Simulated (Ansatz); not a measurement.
# Ga4W2C3: the cost of one run

Method: DFT PBE, scalar-relativistic, plane waves, PAW, in Ansatz 0.2.0.

### 1 The starting structure

Symmetry: P4/mmm, No. 123, tetragonal system. Conventional cell: a = 4.881 Å, b = 4.881 Å, c = 5.904 Å, α = 90.00°, β = 90.00°, γ = 90.00°. Around Ga (site symmetry m2m) lie 1 C at 1.67 Å and 2 W at 1.73 Å. W (site symmetry mmm) is surrounded by 4 Ga at 1.73 Å. C (site symmetry 4/mmm) has 4 Ga at 1.67 Å in its first shell of neighbours. Around C (site symmetry 4mm) lie 2 C at 1.94 to 2.03 Å.

Structure file:

```xyz
9
Lattice="4.8815 0.0000 0.0000 0.0000 4.8815 0.0000 0.0000 0.0000 5.9036" Properties=species:S:1:pos:R:3 pbc="T T T"
Ga    1.2599    1.2599    0.0000
Ga    3.6215    3.6215    0.0000
Ga    3.6215    1.2599    0.0000
Ga    1.2599    3.6215    0.0000
W     0.0000    2.4407    0.0000
W     2.4407    0.0000    0.0000
C     2.4407    2.4407    0.0000
C     2.4407    2.4407    3.9660
C     2.4407    2.4407    1.9376
```

The cell is invented: random cell by space group and Wyckoff sites (P4/mmm, No. 123). Lengths come from tabulated atomic sizes and are only a guess.

### 2 A first look at the guess

Input file input.yaml:

```yaml
crystal:
  lattice:
    - [4.88146011, 0.0, 0.0]
    - [0.0, 4.88146011, 0.0]
    - [0.0, 0.0, 5.90358606]
  atoms:
    - { symbol: Ga, position: [0.25810173, 0.25810173, 0.0] }
    - { symbol: Ga, position: [0.74189827, 0.74189827, 0.0] }
    - { symbol: Ga, position: [0.74189827, 0.25810173, 0.0] }
    - { symbol: Ga, position: [0.25810173, 0.74189827, 0.0] }
    - { symbol: W, position: [0.0, 0.5, 0.0] }
    - { symbol: W, position: [0.5, 0.0, 0.0] }
    - { symbol: C, position: [0.5, 0.5, 0.0] }
    - { symbol: C, position: [0.5, 0.5, 0.67179266] }
    - { symbol: C, position: [0.5, 0.5, 0.32820734] }
basis:
  ecutwfc: 420
kpoints:
  mp_grid: { grid: [4, 4, 4] }
hamiltonian:
  xc: pbe
scf:
  occupations: { method: gaussian, width: 0.1 }
  lower_state_search: "off"
output:
  forces: true
  stress: true
  eigenvalues: true
```

Run with:

```bash
ansatz run input.yaml --threads 1 --pin off --max-ram 2560MiB --backend cpu --events-out ev --progress --plain --runs-dir out
```

Q: Estimate wall time and peak memory on 1 thread of Intel Xeon 6975P-C (Granite Rapids), shared host.

About 5.4 s, with a peak of 0.48 GiB.
